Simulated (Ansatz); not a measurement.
# GeSbTe3: the cost of one run

Computed with Ansatz 0.2.0 (DFT PBE, scalar-relativistic, plane waves, PAW, unless a step's input says otherwise).

## Step 1: Starting point

The structure is trigonal, space group R3m (No. 160). Conventional cell: a = 4.207 Å, b = 4.207 Å, c = 29.614 Å, α = 90.00°, β = 90.00°, γ = 120.00°. Ge (site symmetry 3m) has 6 Te at 2.86 to 3.14 Å in its first shell of neighbours. Sb (site symmetry 3m) is surrounded by 6 Te at 3.04 to 3.12 Å. Te (site symmetry 3m) has 3 Sb at 3.12 Å and 3 Ge at 3.14 Å in its first shell of neighbours. Te (site symmetry 3m) is surrounded by 3 Sb at 3.04 Å. Around Te (site symmetry 3m) lie 3 Ge at 2.86 Å.

As a file:

```cif
data_structure
_symmetry_space_group_name_H-M 'R3m:H'
_symmetry_Int_Tables_number 160
_cell_length_a 4.2070
_cell_length_b 4.2070
_cell_length_c 29.6144
_cell_angle_alpha 90.000
_cell_angle_beta 90.000
_cell_angle_gamma 120.000
_cell_volume 453.91
loop_
_atom_site_label
_atom_site_type_symbol
_atom_site_symmetry_multiplicity
_atom_site_Wyckoff_symbol
_atom_site_fract_x
_atom_site_fract_y
_atom_site_fract_z
_atom_site_occupancy
Ge1 Ge 3 a 0.33333 0.66667 0.26449 1
Sb1 Sb 3 a 0.33333 0.66667 0.06437 1
Te1 Te 3 a 0.66667 0.33333 0.33169 1
Te2 Te 3 a 0.66667 0.33333 0.12591 1
Te3 Te 3 a 0.00000 0.00000 0.21354 1
```

The runs take a perfect supercell of 60 atoms; the defect goes to fractional position (0.416, 0.166, 0.497).

## Step 2: The perfect supercell

input.yaml reads:

```yaml
crystal:
  lattice:
    - [-4.20696, -7.28667, 0.0]
    - [10.5174, -3.643334, 1.0e-06]
    - [0.0, 2.42889, 19.742925]
  atoms:
    - { symbol: Ge, position: [0.249093, 0.099637, 0.896735] }
    - { symbol: Ge, position: [0.749093, 0.099637, 0.896735] }
    - { symbol: Ge, position: [0.582426, 0.43297, 0.896734] }
    - { symbol: Ge, position: [0.66576, 0.266304, 0.396736] }
    - { symbol: Ge, position: [0.082426, 0.43297, 0.896734] }
    - { symbol: Ge, position: [0.16576, 0.266304, 0.396736] }
    - { symbol: Ge, position: [0.91576, 0.766304, 0.896736] }
    - { symbol: Ge, position: [0.999093, 0.599637, 0.396735] }
    - { symbol: Ge, position: [0.41576, 0.766304, 0.896736] }
    - { symbol: Ge, position: [0.499093, 0.599637, 0.396735] }
    - { symbol: Ge, position: [0.332426, 0.93297, 0.396734] }
    - { symbol: Ge, position: [0.832426, 0.93297, 0.396734] }
    - { symbol: Sb, position: [0.165708, 0.066283, 0.596549] }
    - { symbol: Sb, position: [0.665708, 0.066283, 0.596549] }
    - { symbol: Sb, position: [0.499042, 0.399617, 0.596551] }
    - { symbol: Sb, position: [0.582375, 0.23295, 0.09655] }
    - { symbol: Sb, position: [0.999042, 0.399617, 0.596551] }
    - { symbol: Sb, position: [0.082375, 0.23295, 0.09655] }
    - { symbol: Sb, position: [0.832375, 0.73295, 0.59655] }
    - { symbol: Sb, position: [0.915708, 0.566283, 0.096549] }
    - { symbol: Sb, position: [0.332375, 0.73295, 0.59655] }
    - { symbol: Sb, position: [0.415708, 0.566283, 0.096549] }
    - { symbol: Sb, position: [0.249042, 0.899617, 0.096551] }
    - { symbol: Sb, position: [0.749042, 0.899617, 0.096551] }
    - { symbol: Te, position: [0.415983, 0.166393, 0.497539] }
    - { symbol: Te, position: [0.915983, 0.166393, 0.497539] }
    - { symbol: Te, position: [0.749317, 0.499727, 0.497541] }
    - { symbol: Te, position: [0.83265, 0.33306, 0.99754] }
    - { symbol: Te, position: [0.249317, 0.499727, 0.497541] }
    - { symbol: Te, position: [0.33265, 0.33306, 0.99754] }
    - { symbol: Te, position: [0.08265, 0.83306, 0.49754] }
    - { symbol: Te, position: [0.165983, 0.666393, 0.997539] }
    - { symbol: Te, position: [0.58265, 0.83306, 0.49754] }
    - { symbol: Te, position: [0.665983, 0.666393, 0.997539] }
    - { symbol: Te, position: [0.499317, 0.999727, 0.997541] }
    - { symbol: Te, position: [0.999317, 0.999727, 0.997541] }
    - { symbol: Te, position: [0.33024, 0.132096, 0.188864] }
    - { symbol: Te, position: [0.83024, 0.132096, 0.188864] }
    - { symbol: Te, position: [0.663573, 0.465429, 0.188863] }
    - { symbol: Te, position: [0.746906, 0.298762, 0.688862] }
    - { symbol: Te, position: [0.163573, 0.465429, 0.188862] }
    - { symbol: Te, position: [0.246906, 0.298762, 0.688862] }
    - { symbol: Te, position: [0.996906, 0.798762, 0.188862] }
    - { symbol: Te, position: [0.08024, 0.632096, 0.688864] }
    - { symbol: Te, position: [0.496906, 0.798762, 0.188862] }
    - { symbol: Te, position: [0.58024, 0.632096, 0.688864] }
    - { symbol: Te, position: [0.413573, 0.965429, 0.688863] }
    - { symbol: Te, position: [0.913573, 0.965429, 0.688863] }
    - { symbol: Te, position: [0.088976, 0.03559, 0.320314] }
    - { symbol: Te, position: [0.588977, 0.035591, 0.320317] }
    - { symbol: Te, position: [0.42231, 0.368924, 0.320316] }
    - { symbol: Te, position: [0.505643, 0.202257, 0.820315] }
    - { symbol: Te, position: [0.92231, 0.368924, 0.320316] }
    - { symbol: Te, position: [0.005643, 0.202257, 0.820315] }
    - { symbol: Te, position: [0.755643, 0.702257, 0.320315] }
    - { symbol: Te, position: [0.838976, 0.53559, 0.820314] }
    - { symbol: Te, position: [0.255643, 0.702257, 0.320315] }
    - { symbol: Te, position: [0.338976, 0.53559, 0.820314] }
    - { symbol: Te, position: [0.17231, 0.868924, 0.820316] }
    - { symbol: Te, position: [0.67231, 0.868924, 0.820316] }
basis:
  ecutwfc: 420
  fft_grid_basis: typed
kpoints:
  mp_grid: { grid: [2, 1, 1] }
hamiltonian:
  xc: pbe
  pseudopotentials: { kind: paw }
scf:
  occupations: { method: gaussian, width: 0.05 }
output:
  forces: true
  stress: false
  eigenvalues: true
  bader: false
  write_density: true
  volumetric_format: npy
```

Command:

```console
ansatz run input.yaml --threads 8 --pin off --max-ram 16384MiB --backend cpu --events-out ev --progress --plain --runs-dir out
```

**Question.** How long does this run take on 8 threads of Intel Xeon 6975P-C (Granite Rapids), shared host, and how much memory does it need?

About 12 s, with a peak of 8.3 GiB.
